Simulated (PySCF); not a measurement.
# C₂H₁₀BNSi: electronic excitations at several levels of theory

How much do the electronic excitations of C₂H₁₀BNSi (`CB(C)[SiH2]N`) depend on the level of theory, and what does each level cost?

Programs: PySCF 2.14.0, with density-fitted response routines of our own. Each step states its level of theory. These are calculated values for one molecule in the gas phase, unless marked as measured. Atoms are numbered from 0 throughout.

## (1) Starting geometry

15 atoms, charge 0, multiplicity 1; geometry from: GFN2-xTB. The atoms were then displaced at random by about 0.01 Å, so the start is not that level's minimum.

Bonds of the start (Å): C0–B1 1.55, B1–C2 1.58, B1–Si3 2.00, Si3–N4 1.72, C0–H5 1.12, C0–H6 1.09, C0–H7 1.08, C2–H8 1.06, C2–H9 1.09, C2–H10 1.10, Si3–H11 1.47, Si3–H12 1.48, N4–H13 1.01, N4–H14 1.01.

## (2) Optimising the geometry at PBE0-D3(BJ)/def2-SVP

The job: settings as JSON, then the geometry in Å.

```
{"job": {"xc": "PBE0", "basis": "def2-SVP", "d3": "d3bj", "grid": 1, "shake": 0.01, "kind": "geom"}, "charge": 0, "multiplicity": 1}
C     -1.657200     0.659040     0.978690
B     -0.574550    -0.065010     0.136890
C     -1.024280    -0.884380    -1.139370
Si     1.353700     0.006860     0.673820
N      2.283770     0.120420    -0.772420
H     -1.657410     1.745600     0.693710
H     -2.684830     0.337790     0.790900
H     -1.482920     0.667600     2.043490
H     -1.959590    -0.575540    -1.543500
H     -0.258850    -0.899200    -1.911400
H     -1.131440    -1.924740    -0.807660
H      1.851470    -1.221520     1.313630
H      1.633300     1.082350     1.644580
H      2.008960     0.814360    -1.446880
H      3.284540     0.118980    -0.661720
```

On the command line:

```bash
$ OMP_NUM_THREADS=1 python probes_run.py task.json out
```

The driver reads the jobs from task.json and runs them one after another.

The program printed:

```text
step   0  E = -450.81115131  max force = 0.025051
step   1  E = -450.81634986  max force = 0.005192
step   2  E = -450.81661951  max force = 0.001562
step   3  E = -450.81670605  max force = 0.000752
step   4  E = -450.81678576  max force = 0.001755
step   5  E = -450.81687045  max force = 0.001487
step   6  E = -450.81692538  max force = 0.000866
step   7  E = -450.81696083  max force = 0.000721
step   8  E = -450.81698792  max force = 0.001080
step   9  E = -450.81700521  max force = 0.000692
step  10  E = -450.81701200  max force = 0.000324
optimisation converged
```

It took 58 s on 1 thread of Arm Neoverse V1, shared host; peak memory 0.52 GiB.

Along the way:

```tsv
step	energy from step 0 (eV)	largest force component (eV/Å)
0	0.0000	1.2882
1	-0.1415	0.2670
2	-0.1488	0.0803
3	-0.1512	0.0387
4	-0.1533	0.0902
5	-0.1556	0.0765
6	-0.1571	0.0445
7	-0.1581	0.0371
8	-0.1588	0.0555
9	-0.1593	0.0356
10	-0.1595	0.0167
```

Distances of close pairs at the start and the end, largest changes first:

```tsv
bond	before (Å)	after (Å)	change (Å)
C2–H8	1.065	1.102	+0.037
Si3–H12	1.476	1.512	+0.036
Si3–H11	1.472	1.503	+0.031
B1–Si3	2.003	2.030	+0.027
Si3–N4	1.723	1.746	+0.023
C0–H7	1.079	1.101	+0.022
B1–C2	1.582	1.564	-0.018
C0–B1	1.551	1.567	+0.016
```

The end geometry stands in the next job.

```tsv
at the end point	value
point group (found at 0.08 Å tolerance)	C1
rotational constants (GHz, main isotopes)	5.564, 2.303, 1.717
dipole moment (D)	1.19
```

## (3) Ultraviolet spectrum: HF/def2-SVPD

The job: settings as JSON, then the geometry in Å.

```
{"job": {"kind": "uv", "xc": "HF", "basis": "def2-SVPD", "ip": true}, "charge": 0, "multiplicity": 1}
C     -1.623600     0.397176     1.294307
B     -0.534231    -0.052724     0.262307
C     -0.942811    -0.662990    -1.118989
Si     1.428744     0.115287     0.751282
N      2.438422    -0.076729    -0.660698
H     -1.778085     1.473406     1.070421
H     -2.603778    -0.088918     1.162797
H     -1.323168     0.354584     2.352480
H     -1.947594    -0.380661    -1.472220
H     -0.203265    -0.556035    -1.925931
H     -0.985993    -1.752642    -0.905242
H      1.802549    -0.983271     1.706651
H      1.657307     1.390801     1.530369
H      2.233154     0.510443    -1.462791
H      3.443879    -0.137215    -0.536574
```

With the program's defaults for keys left out, this is: TDDFT HF/def2-SVPD, vertical, gas phase, core orbitals frozen in the response.

The program printed:

```text
final grid: 110264 points
cycle   1  E = -449.3835060337  dE =  2.989e-01  |g| = 3.878e-01  |ddm| = 4.310e+00
cycle   2  E = -449.4403222887  dE = -5.682e-02  |g| = 1.187e-01  |ddm| = 1.091e+00
cycle   3  E = -449.4454998353  dE = -5.178e-03  |g| = 5.903e-02  |ddm| = 3.604e-01
cycle   4  E = -449.4465091578  dE = -1.009e-03  |g| = 7.625e-03  |ddm| = 1.472e-01
cycle   5  E = -449.4465439520  dE = -3.479e-05  |g| = 1.848e-03  |ddm| = 3.404e-02
cycle   6  E = -449.4465468518  dE = -2.900e-06  |g| = 4.515e-04  |ddm| = 9.060e-03
cycle   7  E = -449.4465470282  dE = -1.764e-07  |g| = 1.326e-04  |ddm| = 2.000e-03
cycle   8  E = -449.4465470429  dE = -1.471e-08  |g| = 3.699e-05  |ddm| = 5.142e-04
cycle   9  E = -449.4465470445  dE = -1.556e-09  |g| = 1.474e-05  |ddm| = 1.364e-04
cycle  10  E = -449.4465470448  dE = -3.264e-10  |g| = 5.313e-06  |ddm| = 6.232e-05
converged SCF energy = -449.4465470448

Static polarisability (au): isotropic 70.938, principal 61.547 73.383 77.885

Singlet excitations
state   eV       nm        f      main configurations
  1   5.2093    238.0   0.00829   H->L+1 0.55, H->L 0.14, H->L+2 0.10
  2   7.1344    173.8   0.00141   H-2->L+1 0.60, H-2->L 0.13, H-2->L+2 0.12
  3   7.2674    170.6   0.01006   H->L+2 0.19, H->L 0.18, H-1->L 0.15
  4   7.9364    156.2   0.05142   H->L 0.48, H-1->L 0.18, H->L+1 0.14
  5   8.2058    151.1   0.03187   H-1->L+1 0.31, H->L+2 0.26, H-1->L+2 0.13
  6   8.3712    148.1   0.00410   H-1->L+2 0.32, H->L+1 0.15, H->L+3 0.10
  7   8.8319    140.4   0.00851   H->L+3 0.18, H-1->L+1 0.14, H-1->L+3 0.08
  8   9.0710    136.7   0.08650   H-1->L 0.20, H->L+3 0.17, H-1->L+1 0.11
  9   9.2367    134.2   0.05730   H-1->L+6 0.14, H->L+4 0.12
 10   9.4546    131.1   0.15778   H->L+4 0.13, H-3->L+1 0.12

Triplet excitations (Tamm-Dancoff, eV): 4.0086 6.4359 6.7307 7.4184
Vertical ionisation energy (delta-SCF) = 8.3576 eV
```

Run time: 16 s. Hardware: 1 thread of Arm Neoverse V1, shared host; peak memory 0.71 GiB.

The orbitals next to the gap, with their largest atomic shares:

```tsv
orbital	eV	atoms
HOMO−3	-12.84	Si3 32 %, H11 24 %, N4 21 %
HOMO−2	-12.48	C0 26 %, B1 26 %, C2 25 %
HOMO−1	-10.91	N4 44 %, Si3 19 %, H11 9 %
HOMO	-10.15	Si3 26 %, B1 24 %, N4 15 %
LUMO	2.06	B1 47 %, Si3 15 %, C2 6 %
LUMO+1	2.45	B1 36 %, Si3 18 %, C0 11 %
LUMO+2	2.83	Si3 36 %, H14 15 %, B1 10 %
```

With each of the 10 states as a Gaussian band of 0.4 eV half-width at 1/e, the curve within the window shown has maxima at 238 nm (ε 340), 154 nm (ε 3,100), 133 nm (ε 10,000) L/(mol cm). Beyond the last state computed it falls off for lack of states. The curve at chosen wavelengths:

```
 nm  ε (L/mol/cm)
127          4264
133         10384
138          6735
144          2130
150          2613
155          3104
161          1852
166           908
172           528
178           280
183           113
189            24
195             4
200             1
206             6
212            27
217            70
223           157
229           260
234           320
240           331
245           291
251           212
257           132
262            80
268            40
```

Ground-state properties from the same run:

```tsv
property	computed
dipole moment (D)	1.10
polarisability (Å³)	10.51
HOMO–LUMO gap (eV)	12.21
−ε(HOMO) (eV)	10.15
```

## (4) TDDFT and polarisability: LDA/def2-SVPD

Settings changed since step 3:

```diff
@@ -1,2 +1,2 @@
-{"job": {"kind": "uv", "xc": "HF", "basis": "def2-SVPD", "ip": true}, "charge": 0, "multiplicity": 1}
+{"job": {"kind": "uv", "xc": "LDA", "basis": "def2-SVPD", "ip": true}, "charge": 0, "multiplicity": 1}
 C     -1.623600     0.397176     1.294307
```

With the program's defaults for keys left out, this is: TDDFT LDA/def2-SVPD, vertical, gas phase, core orbitals frozen in the response.

The program printed:

```text
coarse grid: 12144 points
cycle   1  E = -448.2413825129  dE =  2.943e-02  |g| = 7.446e-01  |ddm| = 4.955e+00
cycle   2  E = -447.9166182171  dE =  3.248e-01  |g| = 1.336e+00  |ddm| = 2.825e+00
cycle   3  E = -448.3789852984  dE = -4.624e-01  |g| = 1.701e-01  |ddm| = 2.014e+00
cycle   4  E = -448.3859992539  dE = -7.014e-03  |g| = 5.487e-02  |ddm| = 3.138e-01
cycle   5  E = -448.3866821649  dE = -6.829e-04  |g| = 1.344e-02  |ddm| = 9.100e-02
cycle   6  E = -448.3867537240  dE = -7.156e-05  |g| = 3.323e-03  |ddm| = 4.030e-02
cycle   7  E = -448.3867569034  dE = -3.179e-06  |g| = 9.484e-04  |ddm| = 6.527e-03
final grid: 110264 points
cycle   8  E = -448.4606962327  dE = -3.613e-05  |g| = 5.579e-03  |ddm| = 9.539e-02
cycle   9  E = -448.4606815010  dE =  1.473e-05  |g| = 9.584e-03  |ddm| = 1.718e-02
cycle  10  E = -448.4607035921  dE = -2.209e-05  |g| = 1.118e-03  |ddm| = 1.191e-02
cycle  11  E = -448.4607038852  dE = -2.931e-07  |g| = 2.188e-04  |ddm| = 1.827e-03
cycle  12  E = -448.4607038965  dE = -1.129e-08  |g| = 4.070e-05  |ddm| = 3.005e-04
cycle  13  E = -448.4607038970  dE = -4.829e-10  |g| = 1.663e-05  |ddm| = 1.031e-04
converged SCF energy = -448.4607038970

Static polarisability (au): isotropic 83.647, principal 68.666 87.620 94.656

Singlet excitations
state   eV       nm        f      main configurations
  1   3.5698    347.3   0.00334   H->L 0.97
  2   4.3492    285.1   0.00648   H-1->L 0.96
  3   5.3610    231.3   0.00224   H->L+1 0.98
  4   5.5197    224.6   0.00137   H-2->L 0.99
  5   5.6911    217.9   0.00967   H->L+2 0.96
  6   5.9566    208.1   0.04253   H-3->L 0.81, H-1->L+1 0.12
  7   5.9999    206.6   0.04830   H-1->L+1 0.85, H-3->L 0.11
  8   6.3445    195.4   0.00758   H-1->L+2 0.95
  9   6.6253    187.1   0.01469   H->L+3 0.98
 10   6.7622    183.3   0.01106   H->L+4 0.95

Triplet excitations (Tamm-Dancoff, eV): 3.2928 3.8481 5.1686 5.1912
Vertical ionisation energy (delta-SCF) = 8.7020 eV
Vertical electron affinity (delta-SCF) = -0.2849 eV
```

Run time: 68 s. Hardware: 1 thread of Arm Neoverse V1, shared host; peak memory 0.54 GiB.

Key values: HOMO -5.79 eV, LUMO -2.35 eV; lowest singlet 3.57 eV.

## (5) Ultraviolet spectrum: PBE/def2-SVPD

Settings changed since step 4:

```diff
@@ -1,2 +1,2 @@
-{"job": {"kind": "uv", "xc": "LDA", "basis": "def2-SVPD", "ip": true}, "charge": 0, "multiplicity": 1}
+{"job": {"kind": "uv", "xc": "PBE", "basis": "def2-SVPD", "ip": true}, "charge": 0, "multiplicity": 1}
 C     -1.623600     0.397176     1.294307
```

Method: TDDFT PBE/def2-SVPD, vertical, gas phase, core orbitals frozen in the response.

The program printed:

```text
coarse grid: 12144 points
cycle   1  E = -450.5523325372  dE =  2.533e-02  |g| = 7.200e-01  |ddm| = 4.919e+00
cycle   2  E = -450.2646184754  dE =  2.877e-01  |g| = 1.266e+00  |ddm| = 2.709e+00
cycle   3  E = -450.6804549993  dE = -4.158e-01  |g| = 1.624e-01  |ddm| = 1.885e+00
cycle   4  E = -450.6870740887  dE = -6.619e-03  |g| = 4.932e-02  |ddm| = 2.849e-01
cycle   5  E = -450.6876388690  dE = -5.648e-04  |g| = 1.182e-02  |ddm| = 8.243e-02
cycle   6  E = -450.6876945657  dE = -5.570e-05  |g| = 3.063e-03  |ddm| = 3.572e-02
cycle   7  E = -450.6876974059  dE = -2.840e-06  |g| = 8.015e-04  |ddm| = 6.021e-03
final grid: 110264 points
cycle   8  E = -450.7593952018  dE = -1.556e-05  |g| = 1.397e-02  |ddm| = 1.099e-01
cycle   9  E = -450.7592972573  dE =  9.794e-05  |g| = 2.444e-02  |ddm| = 4.392e-02
cycle  10  E = -450.7594414519  dE = -1.442e-04  |g| = 2.488e-03  |ddm| = 3.086e-02
cycle  11  E = -450.7594429945  dE = -1.543e-06  |g| = 1.978e-04  |ddm| = 3.383e-03
cycle  12  E = -450.7594430068  dE = -1.222e-08  |g| = 6.809e-05  |ddm| = 5.896e-04
cycle  13  E = -450.7594430083  dE = -1.519e-09  |g| = 1.876e-05  |ddm| = 1.628e-04
cycle  14  E = -450.7594430084  dE = -1.132e-10  |g| = 4.796e-06  |ddm| = 3.938e-05
converged SCF energy = -450.7594430084

Static polarisability (au): isotropic 81.834, principal 67.295 85.717 92.491

Singlet excitations
state   eV       nm        f      main configurations
  1   3.6592    338.8   0.00308   H->L 0.98
  2   4.4430    279.1   0.00628   H-1->L 0.97
  3   5.3815    230.4   0.00239   H->L+1 0.99
  4   5.5976    221.5   0.00125   H-2->L 0.99
  5   5.7023    217.4   0.00818   H->L+2 0.97
  6   6.0232    205.8   0.02127   H-1->L+1 0.98
  7   6.0928    203.5   0.06935   H-3->L 0.93
  8   6.3669    194.7   0.00666   H-1->L+2 0.94
  9   6.5991    187.9   0.01181   H->L+3 0.99
 10   6.7977    182.4   0.00844   H->L+4 0.98

Triplet excitations (Tamm-Dancoff, eV): 3.3044 3.8628 5.1402 5.1851
Vertical ionisation energy (delta-SCF) = 9.1446 eV
Vertical electron affinity (delta-SCF) = -0.3651 eV
```

It took 91 s on 1 thread of Arm Neoverse V1, shared host; peak memory 0.65 GiB.

This run: HOMO -5.70 eV, LUMO -2.15 eV; lowest singlet 3.66 eV.

## (6) Ultraviolet spectrum: B3LYP/def2-SVPD

Settings changed since step 5:

```diff
@@ -1,2 +1,2 @@
-{"job": {"kind": "uv", "xc": "PBE", "basis": "def2-SVPD", "ip": true}, "charge": 0, "multiplicity": 1}
+{"job": {"kind": "uv", "xc": "B3LYP", "basis": "def2-SVPD", "ip": true}, "charge": 0, "multiplicity": 1}
 C     -1.623600     0.397176     1.294307
```

Level: TDDFT B3LYP/def2-SVPD, vertical, gas phase, core orbitals frozen in the response.

The program printed:

```text
coarse grid: 12144 points
cycle   1  E = -451.0262635968  dE =  5.140e-02  |g| = 5.983e-01  |ddm| = 4.928e+00
cycle   2  E = -450.9459756911  dE =  8.029e-02  |g| = 8.268e-01  |ddm| = 2.123e+00
cycle   3  E = -451.1140627825  dE = -1.681e-01  |g| = 9.035e-02  |ddm| = 1.205e+00
cycle   4  E = -451.1158962830  dE = -1.834e-03  |g| = 3.012e-02  |ddm| = 1.643e-01
cycle   5  E = -451.1161188635  dE = -2.226e-04  |g| = 4.431e-03  |ddm| = 3.843e-02
cycle   6  E = -451.1161260290  dE = -7.166e-06  |g| = 1.085e-03  |ddm| = 1.389e-02
final grid: 110264 points
cycle   7  E = -451.1771920125  dE = -2.753e-05  |g| = 5.584e-03  |ddm| = 9.272e-02
cycle   8  E = -451.1771861361  dE =  5.876e-06  |g| = 7.458e-03  |ddm| = 1.620e-02
cycle   9  E = -451.1771997233  dE = -1.359e-05  |g| = 6.628e-04  |ddm| = 9.701e-03
cycle  10  E = -451.1771998235  dE = -1.002e-07  |g| = 1.278e-04  |ddm| = 1.044e-03
cycle  11  E = -451.1771998274  dE = -3.869e-09  |g| = 2.609e-05  |ddm| = 2.110e-04
cycle  12  E = -451.1771998276  dE = -2.409e-10  |g| = 6.841e-06  |ddm| = 6.531e-05
converged SCF energy = -451.1771998276

Static polarisability (au): isotropic 78.493, principal 65.687 81.977 87.816

Singlet excitations
state   eV       nm        f      main configurations
  1   4.4084    281.2   0.00396   H->L 0.89, H-1->L 0.10
  2   4.9490    250.5   0.00909   H-1->L 0.88, H->L 0.11
  3   5.8975    210.2   0.00448   H->L+1 0.86, H->L+2 0.11
  4   5.9881    207.1   0.00165   H-2->L 0.98
  5   6.3744    194.5   0.01951   H->L+2 0.78, H->L+1 0.12, H-1->L+1 0.08
  6   6.5770    188.5   0.01391   H-1->L+1 0.86
  7   6.9160    179.3   0.06310   H-3->L 0.52, H-1->L+2 0.42
  8   6.9829    177.6   0.00938   H-1->L+2 0.49, H-3->L 0.42
  9   7.2088    172.0   0.02450   H->L+3 0.91
 10   7.4402    166.6   0.01113   H->L+4 0.88

Triplet excitations (Tamm-Dancoff, eV): 3.7271 4.6808 5.5480 5.6526
Vertical ionisation energy (delta-SCF) = 8.9786 eV
Vertical electron affinity (delta-SCF) = -0.4897 eV
```

Run time: 86 s. Hardware: 1 thread of Arm Neoverse V1, shared host; peak memory 0.81 GiB.

Key values: HOMO -6.84 eV, LUMO -1.38 eV; lowest singlet 4.41 eV.

## (7) Excited states and response: PBE0/def2-SVPD

Settings changed since step 6:

```diff
@@ -1,2 +1,2 @@
-{"job": {"kind": "uv", "xc": "B3LYP", "basis": "def2-SVPD", "ip": true}, "charge": 0, "multiplicity": 1}
+{"job": {"kind": "uv", "xc": "PBE0", "basis": "def2-SVPD", "ip": true}, "charge": 0, "multiplicity": 1}
 C     -1.623600     0.397176     1.294307
```

Method: TDDFT PBE0/def2-SVPD, vertical, gas phase, core orbitals frozen in the response.

The program printed:

```text
coarse grid: 12144 points
cycle   1  E = -450.6987757787  dE =  5.119e-02  |g| = 5.260e-01  |ddm| = 4.630e+00
cycle   2  E = -450.6602136763  dE =  3.856e-02  |g| = 6.637e-01  |ddm| = 1.767e+00
cycle   3  E = -450.7675194517  dE = -1.073e-01  |g| = 6.872e-02  |ddm| = 9.231e-01
cycle   4  E = -450.7685549457  dE = -1.035e-03  |g| = 2.479e-02  |ddm| = 1.260e-01
cycle   5  E = -450.7687059950  dE = -1.510e-04  |g| = 3.481e-03  |ddm| = 3.200e-02
cycle   6  E = -450.7687102103  dE = -4.215e-06  |g| = 7.890e-04  |ddm| = 1.127e-02
final grid: 110264 points
cycle   7  E = -450.8220252968  dE = -2.053e-05  |g| = 7.907e-03  |ddm| = 7.318e-02
cycle   8  E = -450.8220165030  dE =  8.794e-06  |g| = 1.003e-02  |ddm| = 2.225e-02
cycle   9  E = -450.8220410238  dE = -2.452e-05  |g| = 8.125e-04  |ddm| = 1.281e-02
cycle  10  E = -450.8220411856  dE = -1.617e-07  |g| = 1.023e-04  |ddm| = 1.212e-03
cycle  11  E = -450.8220411881  dE = -2.503e-09  |g| = 2.449e-05  |ddm| = 2.206e-04
cycle  12  E = -450.8220411883  dE = -2.037e-10  |g| = 4.926e-06  |ddm| = 6.372e-05
converged SCF energy = -450.8220411883

Static polarisability (au): isotropic 77.887, principal 65.137 81.349 87.176

Singlet excitations
state   eV       nm        f      main configurations
  1   4.4547    278.3   0.00429   H->L 0.84, H-1->L 0.15
  2   5.0810    244.0   0.01024   H-1->L 0.84, H->L 0.15
  3   6.0305    205.6   0.00148   H-2->L 0.97
  4   6.0825    203.8   0.00470   H->L+1 0.79, H->L+2 0.15
  5   6.5904    188.1   0.02329   H->L+2 0.67, H->L+1 0.17, H-1->L+1 0.13
  6   6.7847    182.7   0.01002   H-1->L+1 0.75, H->L+2 0.12
  7   7.0682    175.4   0.07079   H-3->L 0.86
  8   7.1952    172.3   0.00546   H-1->L+2 0.80
  9   7.4521    166.4   0.02876   H->L+3 0.90
 10   7.6411    162.3   0.01642   H->L+4 0.82

Triplet excitations (Tamm-Dancoff, eV): 3.6278 4.8109 5.5026 5.7952
Vertical ionisation energy (delta-SCF) = 8.9698 eV
```

It took 83 s on 1 thread of Arm Neoverse V1, shared host; peak memory 0.8 GiB.

In short: HOMO -7.03 eV, LUMO -1.20 eV; lowest singlet 4.45 eV.

## (8) Ultraviolet spectrum: BHandHLYP/def2-SVPD

Settings changed since step 7:

```diff
@@ -1,2 +1,2 @@
-{"job": {"kind": "uv", "xc": "PBE0", "basis": "def2-SVPD", "ip": true}, "charge": 0, "multiplicity": 1}
+{"job": {"kind": "uv", "xc": "BHandHLYP", "basis": "def2-SVPD", "ip": true}, "charge": 0, "multiplicity": 1}
 C     -1.623600     0.397176     1.294307
```

Level: TDDFT BHandHLYP/def2-SVPD, vertical, gas phase, core orbitals frozen in the response.

The program printed:

```text
coarse grid: 12144 points
cycle   1  E = -450.9540493209  dE =  1.193e-01  |g| = 4.340e-01  |ddm| = 4.613e+00
cycle   2  E = -450.9701211027  dE = -1.607e-02  |g| = 3.826e-01  |ddm| = 1.421e+00
cycle   3  E = -451.0040693193  dE = -3.395e-02  |g| = 5.183e-02  |ddm| = 5.670e-01
cycle   4  E = -451.0046158533  dE = -5.465e-04  |g| = 2.391e-02  |ddm| = 1.285e-01
cycle   5  E = -451.0047615589  dE = -1.457e-04  |g| = 2.384e-03  |ddm| = 3.278e-02
cycle   6  E = -451.0047634226  dE = -1.864e-06  |g| = 4.182e-04  |ddm| = 8.117e-03
final grid: 110264 points
cycle   7  E = -451.0445753123  dE = -1.399e-05  |g| = 2.840e-03  |ddm| = 5.641e-02
cycle   8  E = -451.0445757570  dE = -4.446e-07  |g| = 2.595e-03  |ddm| = 8.131e-03
cycle   9  E = -451.0445773314  dE = -1.574e-06  |g| = 2.385e-04  |ddm| = 3.314e-03
cycle  10  E = -451.0445773434  dE = -1.206e-08  |g| = 1.128e-04  |ddm| = 4.907e-04
cycle  11  E = -451.0445773467  dE = -3.283e-09  |g| = 1.188e-05  |ddm| = 1.799e-04
cycle  12  E = -451.0445773468  dE = -6.514e-11  |g| = 4.410e-06  |ddm| = 3.424e-05
converged SCF energy = -451.0445773468

Static polarisability (au): isotropic 74.787, principal 63.569 77.806 82.986

Singlet excitations
state   eV       nm        f      main configurations
  1   4.8095    257.8   0.00592   H->L 0.71, H-1->L 0.25
  2   6.0971    203.3   0.01529   H-1->L 0.64, H->L 0.25
  3   6.4558    192.1   0.00172   H-2->L 0.93
  4   6.6111    187.5   0.00842   H->L+1 0.43, H->L+2 0.32, H-1->L 0.09
  5   7.1109    174.4   0.02961   H->L+1 0.40, H-1->L+1 0.29, H->L+2 0.21
  6   7.3658    168.3   0.00481   H->L+2 0.33, H-1->L+2 0.26, H-1->L+1 0.24
  7   7.8144    158.7   0.01292   H-1->L+2 0.38, H-1->L+1 0.29, H->L+3 0.09
  8   7.9840    155.3   0.04608   H->L+3 0.55, H-3->L 0.12
  9   8.0977    153.1   0.05125   H-3->L 0.78, H->L+3 0.09
 10   8.2645    150.0   0.01481   H->L+4 0.49, H->L+6 0.14

Triplet excitations (Tamm-Dancoff, eV): 3.9424 5.7793 5.9519 6.3100
Vertical ionisation energy (delta-SCF) = 9.2260 eV
```

It took 60 s on 1 thread of Arm Neoverse V1, shared host; peak memory 0.8 GiB.

Key values: HOMO -8.29 eV, LUMO -0.12 eV; lowest singlet 4.81 eV.

(Part 1 of 2 ends here.)
